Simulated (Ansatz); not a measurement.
# AlAu2, space group I4/mmm: a comparison of functionals at one structure

Computed with Ansatz's Python interface.

The cells in order, each with its output:

```python
from dataclasses import dataclass
import warnings

import ansatz as az
```

```python
@dataclass
class Options:
    filling: str = 'gaussian'
    smearing_width: float = 0.05
    kgrid: tuple[int, ...] = (11, 11, 11)
```

```python
cfg = Options()
```

```python
warnings.simplefilter('ignore', az.DeckWarning)
```

```python
structure = (
    az.Lattice.of((-1.671514, 1.671514, 4.399075), (1.671514, -1.671514, 4.399075), (1.671514, 1.671514, -4.399075))
    .atom('Al', (0.0, 0.0, 0.0))
    .atom('Au', (0.656273, 0.656273, 0.0))
    .atom('Au', (0.343727, 0.343727, 0.0))
)
```

```python
base = structure.calculation().occupations(cfg.filling, width=cfg.smearing_width).kpoints(*cfg.kgrid)

rows = []
for value in ['blyp', 'r2scan', 'pbesol']:
    data = base.functional(value).run(threads=1).report
    rows.append((value, data['free_energy_ev'] / len(data['lattice']['sites']), data['n_iterations'], data['n_kpoints']))
```

```python
print('  functional   F/atom (eV)    iterations      k-points')
for row in rows:
    print(f'{str(row[0]):>12s}  {row[1]:12.5f}  {row[2]:12d}  {row[3]:12d}')
```

      functional   F/atom (eV)    iterations      k-points
            blyp   -8964.42033             7           126
          r2scan   -8956.11526             7           126
          pbesol   -8846.60030             6           126

BLYP can be off by several per cent in the lattices of metals, and by several GPa in the pressure at a fixed cell. Spin-orbit coupling, which matters for elements this heavy, is left out. The structure comes from a database of computed cells and needn't be a stable or known phase. Total energies of different functionals can't be compared; pressures, moments and gaps at this one structure can. The whole script took 24 s on 1 thread of Intel(R) Xeon(R) Platinum 8259CL CPU @ 2.50GHz (Skylake/Cascade Lake) (shared host), peak memory 0.56 GiB.
